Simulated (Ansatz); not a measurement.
# P2Rh2W (element-swapped structure): how the settings move a single-point run

How sensitive is a single-point run of P2Rh2W (element-swapped structure) to its settings? A reference run comes first, then four runs with altered input.

Program: Ansatz 0.2.0. Level of theory: reference: DFT r2SCAN+U, plane waves, PAW, scalar-relativistic, no spin polarisation. These are calculated values, not measurements.

### Step 1. The structure to begin with

It takes space group I4/mmm (No. 139, tetragonal). Conventional cell: a = 3.592 Å, b = 3.592 Å, c = 12.008 Å, α = 90.00°, β = 90.00°, γ = 90.00°. W (site symmetry 4/mmm) has 8 P at 3.05 Å and 8 Rh at 3.50 Å as nearest neighbours. Rh (site symmetry -4m2) is surrounded by 4 P at 2.23 Å and 4 Rh at 2.54 Å. P (site symmetry 4mm) has 4 Rh at 2.23 Å and 4 W at 3.05 Å as nearest neighbours.

Structure file:

```xyz
5
Lattice="0.0000 3.5916 0.0000 3.5916 0.0000 0.0000 1.7958 1.7958 -6.0042" Properties=species:S:1:pos:R:3 pbc="T T T"
W     0.0000    0.0000    0.0000
Rh    1.7958    3.5916   -3.0021
Rh    3.5916    1.7958   -3.0021
P     1.7958    1.7958   -1.6812
P     3.5916    3.5916   -4.3230
```

### Step 2. Baseline

Contents of input.yaml:

```yaml
crystal:
  lattice:
    - [0.0, 3.591587, 0.0]
    - [3.591587, 0.0, 0.0]
    - [1.795793, 1.795793, -6.004164]
  atoms:
    - { symbol: W, position: [0.0, 0.0, 0.0] }
    - { symbol: Rh, position: [0.75, 0.25, 0.5] }
    - { symbol: Rh, position: [0.25, 0.75, 0.5] }
    - { symbol: P, position: [0.36, 0.36, 0.28] }
    - { symbol: P, position: [0.64, 0.64, 0.72] }
  symmetry: { tolerance: 0.0003 }
kpoints:
  mp_grid: { grid: [5, 5, 5], shift: [0, 0, 0] }
magnetization:
  spin_polarized: false
scf:
  occupations: { method: gaussian, width: 0.0137 }
hamiltonian:
  pseudopotentials: { kind: paw }
  xc: r2scan
  hubbard:
    projectors: all-electron-ortho-atomic
    sites: [{ species: Rh, l: d, u: 3.86, j: 0.7 }]
basis:
  ecutwfc: 500
output:
  forces: true
  stress: true
  eigenvalues: true
  write_density: true
  write_potential: true
  elf: true
  volumetric_format: npy
```

Started as:

```console
$ ansatz run input.yaml --threads 1 --pin off --max-ram 2560MiB --backend cpu --events-out ev --progress --plain --runs-dir out
```

### Step 3. Variant: xc rpbe

input.yaml: that of step 2 with these lines changed.

```diff
@@ -20,3 +20,3 @@
   pseudopotentials: { kind: paw }
-  xc: r2scan
+  xc: rpbe
   hubbard:
```

### Step 4. Variant: occupations.method cold, occupations.width 0.001, scf.algorithm density_mixing, chi_scale 0.0

input.yaml: that of step 2 with these lines changed.

```diff
@@ -17,3 +17,5 @@
 scf:
-  occupations: { method: gaussian, width: 0.0137 }
+  occupations: { method: cold, width: 0.001 }
+  algorithm: density_mixing
+  initial_density: { chi_scale: 0.0 }
 hamiltonian:
@@ -30,5 +32 @@
   eigenvalues: true
-  write_density: true
-  write_potential: true
-  elf: true
-  volumetric_format: npy
```

### Step 5. Changed: n_extra_bands 16

input.yaml: that of step 2 with these lines changed.

```diff
@@ -18,2 +18,3 @@
   occupations: { method: gaussian, width: 0.0137 }
+  n_extra_bands: 16
 hamiltonian:
@@ -30,5 +31 @@
   eigenvalues: true
-  write_density: true
-  write_potential: true
-  elf: true
-  volumetric_format: npy
```

### Step 6. A run with other settings

input.yaml: that of step 2 with these lines changed.

```diff
@@ -18,5 +18,6 @@
   occupations: { method: gaussian, width: 0.0137 }
+  max_iter: 80
 hamiltonian:
   pseudopotentials: { kind: paw }
-  xc: r2scan
+  xc: lda+u
   hubbard:
@@ -30,5 +31 @@
   eigenvalues: true
-  write_density: true
-  write_potential: true
-  elf: true
-  volumetric_format: npy
```

(Steps that only read results are left out.)

Before running it: what results should come out? Wanted: for each run, ending; energy change; pressure; gap; force.

As calculated:

| run | ending | energy change | pressure (GPa) | gap (eV) | force (eV/Å) | cycles | time |
| --- | --- | --- | --- | --- | --- | --- | --- |
| reference | converged | 0 | 7.3 | 0.00 | 4.64 | 10 | 6.7 s |
| 1: xc rpbe | converged | not comparable | 14.1 | 0.00 | 5.07 | 10 | 4.3 s |
| 2: occupations.method cold, occupations.width 0.001, scf.algorithm density_mixing, chi_scale 0.0 | converged | 0.0 meV/atom (σ→0) | 7.3 | 0.00 | 4.64 | 9 | 5.7 s |
| 3: n_extra_bands 16 | converged | 0.0 meV/atom | 7.3 | 0.00 | 4.64 | 10 | 6.5 s |
| 4: xc lda+u | refused | - | - | - | - | - | 0.01 s |

Times don't compare one to one where runs were asked for different outputs or read a saved state (see the inputs); cycles may leave out searches for a lower state.

Residual by cycle in the longest SCF loop of each run; runs are numbered as in the table. The quantity is the density residual dr2, in eV.

| cycle | reference | run 1 | run 2 | run 3 |
| --- | --- | --- | --- | --- |
| 1 | 14.7 | 16.1 | 8.65 | 14.7 |
| 2 | 0.898 | 4.55 | 1.99 | 0.916 |
| 3 | 0.717 | 0.634 | 0.719 | 0.757 |
| 4 | 0.0371 | 0.0524 | 0.116 | 0.0467 |
| 5 | 0.00256 | 0.0161 | 0.00995 | 0.00297 |
| 6 | 2.7e-4 | 7.9e-4 | 3.1e-4 | 1.6e-4 |
| 7 | 2.6e-5 | 6.3e-5 | 2.1e-5 | 1.2e-5 |
| 8 | 1.4e-6 | 3.9e-6 | 8.3e-7 | 6.1e-7 |
| 9 | 2.2e-7 | 7.8e-7 | 7.3e-8 | 1.4e-7 |
| 10 | 5.7e-9 | 2.1e-8 | - | 1.3e-9 |

**Reading.** Of the converged runs whose energies compare with the reference's, none moves it noticeably. The pressure spans 7.3 to 14.1 GPa over the reference and the converged variants. The reference has no spin polarisation; with Rh and W present, a magnetic state may lie lower. 1 of the 4 altered inputs did not end normally.

Caveats on the reference run: its mesh is coarse for a cell with so small a gap or none; the cell is far from equilibrium (7 GPa, forces up to 4.6 eV/Å), so its values aren't those of the relaxed material; the structure is made up and not relaxed.
